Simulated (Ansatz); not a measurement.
This script makes the interaction energy of a dimer with the counterpoise correction of ClHOSi, SMILES O[Si]Cl with Ansatz 0.2.0, Python API.

Script `dimer_clhosi.py`:
```python
'''Binding of a ClHOSi dimer at a trial geometry.'''

import ansatz as az

BASIS_SET = 'def2-SVP'
FUNCTIONAL = 'pbe'

FIRST = [
    ('O', (-0.9311, 0.428, -0.2891)),
    ('Si', (-0.4264, -0.7681, 0.654)),
    ('Cl', (1.5753, -0.6532, 0.4012)),
    ('H', (-0.2179, 0.9931, -0.766)),
]
SECOND = [
    ('O', (2.79, -3.8189, -3.4477)),
    ('Si', (3.902, -2.9111, -2.7307)),
    ('Cl', (2.7747, -1.3908, -2.0223)),
    ('H', (1.8117, -3.5111, -3.3881)),
]

def energy(atoms, ghosts=()):
    molecule = az.Crystal.molecule()
    for symbol, xyz in atoms:
        molecule = molecule.atom(symbol, xyz)
    calc = (
        molecule.calculation()
        .basis(gaussian=BASIS_SET)
        .functional(FUNCTIONAL)
        .accuracy('medium')
    )
    deck = calc.input()
    if ghosts:
        deck = deck.set(az.key.basis.gaussian.ghost_atoms, [{'symbol': s, 'position_ang': list(xyz)} for s, xyz in ghosts])
    return az.Session.from_dict(deck).plan().execute().report['free_energy_ev']

# ghost atoms carry the functions of the partner
both = energy(FIRST + SECOND)
alone = energy(FIRST) + energy(SECOND)
ghosted = energy(FIRST, SECOND) + energy(SECOND, FIRST)
print(f'dimer {both:.6f} eV')
print(f'interaction, uncorrected   {(both - alone):8.3f} eV')
print(f'interaction, counterpoise  {(both - ghosted):8.3f} eV')
print(f'basis-set superposition    {(alone - ghosted):8.3f} eV')
```

How large is the interaction at this pose, and how much of it is basis-set superposition?

Uncorrected it is 0.246 eV, with the counterpoise correction 0.314 eV; the difference, 0.07 eV, is the superposition error. In this basis both values are repulsive.

The run itself:

```console
$ python dimer_clhosi.py
dimer -44890.933493 eV
interaction, uncorrected      0.246 eV
interaction, counterpoise     0.314 eV
basis-set superposition       0.068 eV
```

Reading the output:
- The settings weren't tested for convergence.
- The dimer is a generated trial pose of unrelaxed monomers, not a minimum, so the figure is no binding energy, and the basis set is small.
- This level lacks the dispersion part of the attraction (electrostatics and induction are there), which can decide the sign where the interaction is weak.
- The whole script took 7.3 s on 1 thread of Intel(R) Xeon(R) Platinum 8375C CPU @ 2.90GHz (Ice Lake), on a shared host, peak memory 0.2 GiB.

(Lines on the test bed's own set-up are left out of the output.)
